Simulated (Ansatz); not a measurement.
# CH₅ClSiTe: small, medium and large basis sets

One table from this session's results is given with a row withheld; the runs are named, their logs left out.

Method: one geometry, several basis sets; program: Ansatz 0.2.0, Gaussian basis.

Plan: PBE0-D4/def2-SVP; ωB97M-V/def2-SVP; PBE0-D4/def2-QZVPP; ωB97M-V/def2-QZVPP; the functionals' def2-TZVPP values are taken from earlier runs.

## The relaxed structure

All runs share one geometry, relaxed beforehand with PBE0-D4 in a triple-zeta def2 set. Te takes the def2 core potential; no spin-orbit term is included.

SMILES `[SiH3][Te]CCl`, 9 atoms, charge 0, spin multiplicity 1.

Atoms are counted from 1 here; the program's logs count them from 0.

Bond lengths: Si1–Te2 2.490 Å, Si1–H5 1.484 Å, Si1–H6 1.486 Å, Si1–H7 1.486 Å, Te2–C3 2.161 Å, C3–Cl4 1.765 Å, C3–H8 1.086 Å, C3–H9 1.086 Å. Angles: Te2–Si1–H5 105.9°, Te2–Si1–H6 111.2°, Te2–Si1–H7 111.2°, H5–Si1–H6 110.0°, H5–Si1–H7 110.0°, H6–Si1–H7 108.6°, Si1–Te2–C3 93.4°, Te2–C3–Cl4 110.3°, Te2–C3–H8 109.4°, Te2–C3–H9 109.4°, Cl4–C3–H8 108.3°, Cl4–C3–H9 108.3°, H8–C3–H9 111.1°.

The first run:

in.yaml

```yaml
crystal:
  periodic: [false, false, false]
  atoms:
    - {symbol: Si, position_ang: [0.368223, 1.672455, -0.316259]}
    - {symbol: Te, position_ang: [-1.217540, 0.235083, 0.956830]}
    - {symbol: C, position_ang: [-0.302690, -1.599451, 0.272893]}
    - {symbol: Cl, position_ang: [-1.129833, -2.993807, 0.970541]}
    - {symbol: H, position_ang: [-0.033283, 3.072041, -0.030085]}
    - {symbol: H, position_ang: [1.769596, 1.445189, 0.123133]}
    - {symbol: H, position_ang: [0.280821, 1.406488, -1.775766]}
    - {symbol: H, position_ang: [0.735936, -1.624009, 0.590204]}
    - {symbol: H, position_ang: [-0.382828, -1.660490, -0.808692]}
basis:
  gaussian: {orbitals: def2-SVP}
hamiltonian: {xc: pbe0, dispersion: d4}
output: {orbitals: {seedname: orbitals}}
```

Among the steps run: PBE0-D4 in def2-SVP; ωB97M-V in def2-SVP; PBE0-D4 in def2-QZVPP; ωB97M-V in def2-QZVPP.

One table of the session follows, with a row left open; its other results are not shown here.

It belongs to the step «Functionals by basis». 

```
functional       basis  HOMO (eV)
   PBE0-D4    def2-SVP      -6.36
   PBE0-D4  def2-TZVPP      -6.45
   PBE0-D4  def2-QZVPP      -6.47
   ωB97M-V    def2-SVP      -8.41
   ωB97M-V  def2-TZVPP      -8.54
   ωB97M-V  def2-QZVPP          ?
```

Estimate the missing values for ωB97M-V, def2-QZVPP.

As computed: HOMO (eV): -8.57. In the column «HOMO (eV)» it is the lowest.
